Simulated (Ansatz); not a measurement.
# C₆H₃ClSi: a ladder of functionals and wavefunction methods

An exercise on one series of results from a longer session: the logs are not shown, and one member is left open.

Method: functionals in def2-TZVPP, the program's frozen cores in correlated methods; program: Ansatz 0.2.0, Gaussian basis.

Levels to be run: LDA (SPW92), PBE-D4, revPBE-D4, BLYP-D4, r2SCAN-D4, B97M-V, PBE0-D4, B3LYP-D4, r2SCANh-D4, r2SCAN0-D4, HSE06-D4, BHLYP-D4, CAM-B3LYP-D4, LC-ωPBE, ωB97X-V, ωB97M-V, B2PLYP, PBE-QIDH; CCSD(T)/def2-SVP; CCSD(T)/def2-TZVPP; MP2/def2-QZVPP; extrapolation to the limit; RPA on PBE.

## The relaxed structure

All runs share one geometry, relaxed beforehand with PBE0-D4 in a triple-zeta def2 set.

SMILES `C#C[Si](Cl)(C#C)C#C`, 11 atoms, charge 0, spin multiplicity 1.

Atoms are counted from 1 here; the program's logs count them from 0.

Bond lengths: C1–C2 1.205 Å, C1–H9 1.066 Å, C2–Si3 1.810 Å, Si3–Cl4 2.041 Å, Si3–C5 1.810 Å, Si3–C7 1.810 Å, C5–C6 1.205 Å, C6–H10 1.066 Å, C7–C8 1.205 Å, C8–H11 1.066 Å. Angles: C2–C1–H9 179.9°, C1–C2–Si3 179.9°, C2–Si3–Cl4 109.0°, C2–Si3–C5 110.0°, C2–Si3–C7 110.0°, Cl4–Si3–C5 109.0°, Cl4–Si3–C7 109.0°, C5–Si3–C7 110.0°, Si3–C5–C6 179.9°, C5–C6–H10 179.9°, Si3–C7–C8 179.9°, C7–C8–H11 179.9°.

The first run:

Contents of in.yaml:

```yaml
crystal:
  periodic: [false, false, false]
  atoms:
    - {symbol: C, position_ang: [-0.503187, -0.015503, 2.831273]}
    - {symbol: C, position_ang: [-0.525589, 0.042944, 1.627936]}
    - {symbol: Si, position_ang: [-0.555175, 0.129741, -0.179588]}
    - {symbol: Cl, position_ang: [-2.448450, 0.584921, -0.790694]}
    - {symbol: C, position_ang: [0.574695, 1.421147, -0.755101]}
    - {symbol: C, position_ang: [1.328661, 2.280059, -1.136873]}
    - {symbol: C, position_ang: [-0.078610, -1.468213, -0.883135]}
    - {symbol: C, position_ang: [0.240660, -2.532126, -1.350147]}
    - {symbol: H, position_ang: [-0.484633, -0.066940, 3.896121]}
    - {symbol: H, position_ang: [1.994825, 3.040733, -1.475231]}
    - {symbol: H, position_ang: [0.522005, -3.473662, -1.763961]}
basis:
  gaussian: {orbitals: def2-TZVPP}
hamiltonian: {xc: lda}
output: {orbitals: {seedname: orbitals}}
```

The run is started by

```console
ansatz run in.yaml --threads 4 --pin off --events-out ev --progress --plain --max-ram 11315MiB
```

Among the steps run: LDA; PBE-D4 (GGA); revPBE-D4 (GGA); BLYP-D4 (GGA); r2SCAN-D4 (meta-GGA); B97M-V (meta-GGA); B3LYP-D4 (hybrid); r2SCANh-D4 (hybrid); r2SCAN0-D4 (hybrid); HSE06-D4 (hybrid); BHLYP-D4 (hybrid); CAM-B3LYP-D4 (range-separated); LC-ωPBE (range-separated); ωB97X-V (range-separated); ωB97M-V (range-separated); B2PLYP (double hybrid); PBE-QIDH (double hybrid).

One of the session's tables, all rows but one given; the rest of the session is left out.

It belongs to the step «Orbital energies across the functionals». 

```
  functional  HOMO (eV)  gap (eV)
 LDA (SPW92)      -7.38      4.90
      PBE-D4      -7.18      4.96
   revPBE-D4      -7.11      4.99
     BLYP-D4      -6.98      4.95
   r2SCAN-D4          ?         ?
      B97M-V      -7.37      5.45
     PBE0-D4      -8.38      7.05
    B3LYP-D4      -8.11      6.61
  r2SCANh-D4      -7.86      6.17
  r2SCAN0-D4      -8.54      7.32
    HSE06-D4      -7.98      6.27
    BHLYP-D4      -9.40      9.11
CAM-B3LYP-D4      -9.72      9.51
     LC-ωPBE     -11.20     12.07
     ωB97X-V     -10.75     11.56
     ωB97M-V     -10.62     11.30
```

Estimate the missing values for r2SCAN-D4.

Worked estimate for «HOMO (eV)». Against the share of exact exchange, r2SCANh-D4 (0.1, -7.86), r2SCAN0-D4 (0.25, -8.54) give a slope of -4.53 per unit share; at 0 the line stands at -7.41.

**Answer.** HOMO (eV): -7.41; gap (eV): 5.40. In «HOMO (eV)» the line misses by 0.00.
